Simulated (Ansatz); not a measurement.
## Nudged elastic band run: Na9Cl8

Input file:

```yaml
crystal:
  lattice:
    - [0.0, 5.6401, 5.6401]
    - [5.6401, 0.0, 5.6401]
    - [5.6401, 5.6401, 0.0]
  atoms:
    - { symbol: Na, position: [-0.01692272, -0.0172883, 0.05144734] }
    - { symbol: Cl, position: [0.25487653, 0.25415214, 0.23671294] }
    - { symbol: Na, position: [-0.01611394, -0.01641645, 0.4833764] }
    - { symbol: Cl, position: [0.25599653, 0.25517162, 0.75460095] }
    - { symbol: Na, position: [-0.00032142, 0.50008189, 0.00017999] }
    - { symbol: Cl, position: [0.26192764, 0.74592398, 0.24631214] }
    - { symbol: Na, position: [-0.01626133, 0.54958078, 0.48321092] }
    - { symbol: Cl, position: [0.25578545, 0.73470013, 0.75441851] }
    - { symbol: Na, position: [0.50003775, -0.00071027, 0.00042425] }
    - { symbol: Cl, position: [0.74567422, 0.26144666, 0.24667589] }
    - { symbol: Na, position: [0.54640866, -0.01542527, 0.48440798] }
    - { symbol: Cl, position: [0.73106228, 0.2564792, 0.75584498] }
    - { symbol: Na, position: [0.5000154, 0.50024853, 0.00038596] }
    - { symbol: Cl, position: [0.74562275, 0.74623946, 0.24662547] }
    - { symbol: Na, position: [0.5001634, 0.50044946, 0.49897608] }
    - { symbol: Cl, position: [0.74590187, 0.74651666, 0.76115165] }
    - { symbol: Na, position: [0.12045063, 0.12574698, 0.62874784] }
magnetization:
  spin_polarized: true
basis:
  ecutwfc: 420.0
kpoints:
  mp_grid: { grid: [2, 2, 2] }
hamiltonian:
  xc: pbe
scf:
  occupations: { method: fermi_dirac, width: 0.02 }
  lower_state_search: "off"
  max_iter: 97
neb:
  images: 3
  f_tol: 0.4
  max_iterations: 50
  order_check: false
  final_atoms:
    - { symbol: Na, position: [-0.00021103, -0.00013513, -0.00041602] }
    - { symbol: Cl, position: [0.24482662, 0.24458224, 0.24560217] }
    - { symbol: Na, position: [-0.00030623, -0.00022326, 0.50096394] }
    - { symbol: Cl, position: [0.24538187, 0.24515113, 0.76369023] }
    - { symbol: Na, position: [-5.879e-05, 0.50042744, -0.00021836] }
    - { symbol: Cl, position: [0.24360793, 0.76787126, 0.2444557] }
    - { symbol: Na, position: [-0.04831668, 0.51588862, 0.51628002] }
    - { symbol: Cl, position: [0.23832552, 0.75430714, 0.75356053] }
    - { symbol: Na, position: [0.50054748, -4.519e-05, -0.00028917] }
    - { symbol: Cl, position: [0.76672188, 0.24383115, 0.24491301] }
    - { symbol: Na, position: [0.51563105, -0.04732009, 0.51590713] }
    - { symbol: Cl, position: [0.75423298, 0.23816626, 0.75367792] }
    - { symbol: Na, position: [0.51699984, 0.5168829, -0.05107059] }
    - { symbol: Cl, position: [0.7537833, 0.75397556, 0.23877499] }
    - { symbol: Na, position: [0.51655484, 0.51644576, 0.51687366] }
    - { symbol: Cl, position: [0.75393187, 0.75412224, 0.75336904] }
    - { symbol: Na, position: [0.37634254, 0.37801464, 0.37185259] }
```

Run as:

```bash
$ ansatz run input.yaml --threads 4 --pin off --max-ram 10240MiB --backend cpu --events-out ev --progress --plain --runs-dir out
```

Output, in part (warnings, iteration lines):

```
NEB end point (image 0): max|allowed force component| = 1.771e-2 eV/Å (the criterion of neb.relax_end_points is 8.000e-2)
NEB end point (image 4): max|allowed force component| = 1.702e-2 eV/Å (the criterion of neb.relax_end_points is 8.000e-2)
NEB iter   1: max|band force component| = 3.036e0 eV/Å  barrier→ = 2.2084 eV  barrier← = 2.2086 eV  Δτ_max = 0.2000 Å  (45 SCF iters)
NEB iter   2: max|band force component| = 8.976e-1 eV/Å  barrier→ = 0.9121 eV  barrier← = 0.9122 eV  Δτ_max = 0.1387 Å  (23 SCF iters)
NEB iter   3: max|band force component| = 2.840e-1 eV/Å  barrier→ = 0.5205 eV  barrier← = 0.5207 eV  CI = image 2  Δτ_max = 0.0000 Å  (26 SCF iters)
```

The run converged. The threshold of 0.4 eV/Å is loose, so the images may lie well off the minimum-energy path. The order of the stationary point at the top wasn't checked. Limits of this set-up: coarse k mesh.

Final band (atoms are numbered from 1 in the order of the input):

| image | path coordinate (Å) | energy (eV) | Na1–Na17 (Å) | Na3–Na17 (Å) | Cl8–Na17 (Å) |
| --- | --- | --- | --- | --- | --- |
| 0 | 0.00 | 0.00 | 2.75 | 2.76 | 2.55 |
| 1 | 0.85 | 0.18 | 3.02 | 3.02 | 2.72 |
| 2 | 1.71 | 0.52 | 3.47 | 3.47 | 3.35 |
| 3 | 2.56 | 0.18 | 4.08 | 4.08 | 4.08 |
| 4 | 3.41 | 0.00 | 4.66 | 4.67 | 4.68 |

The run took 34 s on 4 threads of Intel(R) Xeon(R) Platinum 8488C (Sapphire Rapids), on a shared host, peak memory 1.8 GiB.
